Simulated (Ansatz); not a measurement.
# C₂H₄O₂Se: how energies converge with the basis set

How large a basis does C₂H₄O₂Se need? Two functionals are run in growing sets.

Program: Ansatz 0.2.0, Gaussian basis. Level of theory: one geometry, several basis sets. These are calculated values, not measurements.

Levels to be run: PBE0-D4/def2-SVP; ωB97M-V/def2-SVP; PBE0-D4/def2-QZVPP; ωB97M-V/def2-QZVPP; the functionals' def2-TZVPP values are taken from earlier runs.

### 1 Structure used throughout

All runs share one geometry, relaxed beforehand with PBE0-D4 in a triple-zeta def2 set.

SMILES `O=C[Se]CO`, 9 atoms, charge 0, spin multiplicity 1.

Atoms are counted from 1 here; the program's logs count them from 0.

Bond lengths: O1–C2 1.192 Å, C2–Se3 1.922 Å, C2–H6 1.105 Å, Se3–C4 1.971 Å, C4–O5 1.385 Å, C4–H7 1.093 Å, C4–H8 1.089 Å, O5–H9 0.961 Å. Angles: O1–C2–Se3 125.3°, O1–C2–H6 123.4°, Se3–C2–H6 111.2°, C2–Se3–C4 96.2°, Se3–C4–O5 114.4°, Se3–C4–H7 105.2°, Se3–C4–H8 104.9°, O5–C4–H7 113.6°, O5–C4–H8 107.8°, H7–C4–H8 110.5°, C4–O5–H9 109.4°.

### 2 PBE0-D4 in def2-SVP

File in.yaml:

```yaml
crystal:
  periodic: [false, false, false]
  atoms:
    - {symbol: O, position_ang: [-1.312536, -1.173917, 1.135908]}
    - {symbol: C, position_ang: [-1.773384, -0.443611, 0.313877]}
    - {symbol: Se, position_ang: [-0.793403, 0.891183, -0.662134]}
    - {symbol: C, position_ang: [0.977142, 0.438628, 0.077352]}
    - {symbol: O, position_ang: [1.655999, -0.544169, -0.623752]}
    - {symbol: H, position_ang: [-2.840898, -0.444318, 0.028296]}
    - {symbol: H, position_ang: [1.515748, 1.388420, 0.133707]}
    - {symbol: H, position_ang: [0.774568, 0.055179, 1.076273]}
    - {symbol: H, position_ang: [1.885264, -0.213694, -1.496627]}
basis:
  gaussian: {orbitals: def2-SVP}
hamiltonian: {xc: pbe0, dispersion: d4}
output: {orbitals: {seedname: orbitals}}
```

Further steps of the session: ωB97M-V in def2-SVP; PBE0-D4 in def2-QZVPP; ωB97M-V in def2-QZVPP.

Before running them: what should the planned runs give, taken together? Wanted: PBE0-D4: double and triple zeta above quadruple; ωB97M-V: double and triple zeta above quadruple.

**Answer**, as computed:

```
                                       quantity           value
PBE0-D4: double and triple zeta above quadruple  17.12, 1.72 eV
ωB97M-V: double and triple zeta above quadruple  17.27, 1.67 eV
```

For PBE0-D4 the step from double to triple zeta gains 15.40 eV and the next only 1.72 eV. Total energies overstate the basis error of differences, where much of it tends to cancel.
